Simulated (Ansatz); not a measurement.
Working through vertical spin-state energies of CH4FGeI, SMILES [CH3][GeH]([F])[I]

Program: the Ansatz DFT code, driven from Python.

Contents of `ch4fgei.xyz`:
```text
8

C    -0.19600    0.98610    0.20270
Ge    0.35540   -0.77800   -0.20220
F     1.41090   -1.31640    1.05460
I    -1.57280   -2.31270   -0.32540
H    -0.92810    1.36600   -0.62890
H    -0.77910    1.05450    1.16160
H     0.65810    1.71190    0.24820
H     1.14380   -0.76850   -1.56650
```

Interactive session:
```pycon
>>> from dataclasses import dataclass
>>> import warnings
>>> import ansatz as az
>>> @dataclass
... class RunConfig:
...     basis_set: str = 'def2-SVPD'
...     functional: str = 'hf'
...
>>> opts = RunConfig()
>>> warnings.simplefilter('ignore', az.DeckWarning)
>>> geometry = az.Crystal.molecule_from_extxyz('ch4fgei.xyz')
>>> base = (
...     geometry.calculation()
...     .basis(gaussian=opts.basis_set)
...     .functional(opts.functional)
... )
>>> found = {}
>>> for unpaired in [0, 2]:
...     rep = base.spin('collinear', total=unpaired).run().report
...     s = unpaired / 2
...     found[unpaired] = rep['free_energy_ev']
...     print(f'2S+1 = {unpaired + 1}: E = {found[unpaired]:.5f} eV, <S^2> = {abs(rep["mean_field"]["state"]["spin_squared"]):.3f} (pure state {s * (s + 1):.2f})')
...
2S+1 = 1: E = -68337.92317 eV, <S^2> = 0.000 (pure state 0.00)
2S+1 = 3: E = -68332.58901 eV, <S^2> = 2.015 (pure state 2.00)
>>> lowest = min(found, key=found.get)
>>> for unpaired, e in found.items():
...     print(f'multiplicity {unpaired + 1}: {96.485332 * (e - found[lowest]):.1f} kJ/mol above the lowest')
...
multiplicity 1: 0.0 kJ/mol above the lowest
multiplicity 3: 514.7 kJ/mol above the lowest
```

In order: multiplicity 1 (+0.00 eV) and multiplicity 3 (+5.33 eV), all at the one geometry.

Reading the output:
- Total energies depend on the basis set; only differences at equal settings carry meaning.
- The geometry is a force-field or estimated start, not a minimum of this method, and the basis set is short of its limit. All parts are taken at fixed geometry, without zero-point energy.
- def2 sets replace the cores of elements past krypton by effective core potentials.
- Hartree-Fock leaves correlation out, so it favours high-spin states too much.
- Spin-orbit coupling, which mixes and shifts the spin states of heavy atoms, is left out.
- Wall time of the script: 57 s on 1 thread of Arm Neoverse V1, with other jobs on the host, peak memory 0.67 GiB.
